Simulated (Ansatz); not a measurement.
**Platinum, hcp: r²SCAN0 after r²SCAN**

How do the levels change when part of the exchange is made exact, and what does it cost? Spin polarisation is left out. The geometry was relaxed under r²SCAN beforehand and is kept. Exact exchange is dear, so the k-mesh is coarse, and r²SCAN is run on the same mesh for comparison.

Program: Ansatz 0.2.0. Level of theory: DFT, plane waves (500 eV) with PBE-made PAW files, scalar-relativistic; functionals as named at each step. These are calculated values, not measurements.

### Step 1. The structure to begin with

The structure is hexagonal, space group P6_3/mmc (No. 194). The conventional cell has a = 2.739 Å, b = 2.739 Å, c = 4.746 Å, α = 90.00°, β = 90.00°, γ = 120.00°. Pt (site symmetry -6m2) has 12 Pt at 2.74 to 2.85 Å as nearest neighbours.

Coordinates:

```
CELL_PARAMETERS angstrom
2.73939 0.00000 0.00000
-1.36969 2.37238 0.00000
0.00000 0.00000 4.74558
ATOMIC_POSITIONS crystal
Pt 0.33333 0.66667 0.25000
Pt 0.66667 0.33333 0.75000
```

### Step 2. r²SCAN on the coarse mesh

The run with r²SCAN.

File input.yaml:

```yaml
crystal:
  lattice:
    - [2.7393865603, 0.0, 0.0]
    - [-1.3696932802, 2.372378352, 0.0]
    - [0.0, 0.0, 4.7455794522]
  atoms:
    - { symbol: Pt, position: [0.3333333333, 0.6666666667, 0.25] }
    - { symbol: Pt, position: [0.6666666667, 0.3333333333, 0.75] }
hamiltonian:
  xc: r2scan
  pseudopotentials:
    kind: paw
    azcp:
      Pt: "pseudopotentials/Pt.paw.azcp"
basis:
  ecutwfc: 500
  fft_grid_basis: typed
kpoints:
  mp_grid: { grid: [7, 7, 4], shift: [0, 0, 0] }
magnetization:
  spin_polarized: false
scf:
  occupations: { method: fermi_dirac, width: 0.1 }
```

Command:

```bash
$ ansatz run input.yaml --threads 4 --pin off --max-ram 8192MiB --backend cpu --events-out ev --progress --plain --runs-dir out
```

### Step 3. r²SCAN0, coarse mesh

The run with r²SCAN0.

Edit input.yaml of step 2 so:

```diff
@@ -9,3 +9,3 @@
 hamiltonian:
-  xc: r2scan
+  xc: r2scan0
   pseudopotentials:
```

(Steps that only read results are left out.)

**Question.** What will these runs give? Wanted: r²SCAN: gap; r²SCAN0: gap.

**Answer**, as computed:

| quantity | value |
| --- | --- |
| r²SCAN: gap | none (levels filled in part) |
| r²SCAN0: gap | none (levels filled in part) |
| r²SCAN0: SCF cycles, exchange loops | 29, 5 |
| r²SCAN0: CPU time over that of r²SCAN | 35 |

Neither r²SCAN nor r²SCAN0 shows a clean gap on this mesh. The hybrid took 35 times as much CPU time as r²SCAN on the same settings. r²SCAN0 needed 5 outer loops of the exchange operator. The total energies in the logs cannot be compared from one functional to another.
